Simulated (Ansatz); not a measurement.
# GePt: the cost of one run

Program: Ansatz 0.2.0. Level of theory: DFT, PBE, plane-wave PAW, default files, scalar-relativistic, as far as a step names no other. These are calculated values, not measurements.

1 further run of the same task is left out (it didn't finish).

### 1 Starting point

It takes space group Pnma (No. 62, orthorhombic). The conventional cell has a = 5.732 Å, b = 3.701 Å, c = 6.088 Å, α = 90.00°, β = 90.00°, γ = 90.00°. Ge (site symmetry m) has 6 Pt at 2.50 to 2.63 Å as nearest neighbours. Pt (site symmetry m) is surrounded by 6 Ge at 2.50 to 2.63 Å.

Coordinates:

```
CELL_PARAMETERS angstrom
5.73200 0.00000 0.00000
0.00000 3.70100 0.00000
0.00000 0.00000 6.08800
ATOMIC_POSITIONS crystal
Ge 0.80500 0.75000 0.59000
Ge 0.19500 0.25000 0.41000
Ge 0.69500 0.25000 0.09000
Ge 0.30500 0.75000 0.91000
Pt 0.99000 0.75000 0.19500
Pt 0.01000 0.25000 0.80500
Pt 0.51000 0.25000 0.69500
Pt 0.49000 0.75000 0.30500
```

The earlier run gave: no gap over 0.1 eV on the mesh, largest force 0.446 eV/Å, pressure 7.9 GPa.

The printed gradients, by site:

```tsv
site	atoms	first shell	V_zz (10²¹ V/m²)	η	C_Q (MHz)
Ge	1, 2, 3, 4	6 Pt at 2.50–2.63 Å	5.66	0.83	-26.8 (⁷³Ge)
Pt	5, 6, 7, 8	6 Ge at 2.50–2.63 Å, 4 Pt at 2.94–3.01 Å	4.13	0.69	–
```

Conventions: |V_zz| ≥ |V_yy| ≥ |V_xx|, η = (V_xx − V_yy)/V_zz, C_Q = eQV_zz/h. Quadrupole moments are those of Pyykkö's year-2017 table. A dash under C_Q marks elements without a common quadrupolar isotope.

### 2 Z stretched by +3 %, ions relaxed

Contents of input.yaml:

```yaml
crystal:
  lattice:
    - [5.732, 0.0, 0.0]
    - [0.0, 3.701, 0.0]
    - [0.0, 0.0, 6.27064]
  atoms:
    - { symbol: Ge, position: [0.8167721145, 0.75, 0.5878914363] }
    - { symbol: Ge, position: [0.1832278855, 0.25, 0.4121085637] }
    - { symbol: Ge, position: [0.6832278855, 0.25, 0.0878914363] }
    - { symbol: Ge, position: [0.3167721145, 0.75, 0.9121085637] }
    - { symbol: Pt, position: [0.998067132, 0.75, 0.1902280655] }
    - { symbol: Pt, position: [0.001932868, 0.25, 0.8097719345] }
    - { symbol: Pt, position: [0.501932868, 0.25, 0.6902280655] }
    - { symbol: Pt, position: [0.498067132, 0.75, 0.3097719345] }
kpoints:
  mp_grid: { grid: [8, 13, 8] }
scf:
  occupations: { method: fermi_dirac, width: 0.05 }
hamiltonian:
  xc: pbe
  pseudopotentials: { kind: paw }
output:
  forces: true
  stress: true
  populations: true
  efg: { quadrupole_moments_barn: { Ge: -0.196 }, contact_densities: true }
  write_density: true
  write_potential: true
  elf: true
  volumetric_format: npy
relax:
  f_tol: 0.02
  max_steps: 60
```

On the command line:

```bash
$ ansatz run input.yaml --threads 1 --pin off --max-ram 3072MiB --backend cpu --events-out ev --progress --plain --runs-dir out
```

What time and memory should one allow on 1 thread of Intel Xeon 6975P-C (Granite Rapids), shared host?

About 2.5 min, with a peak of 1.6 GiB.
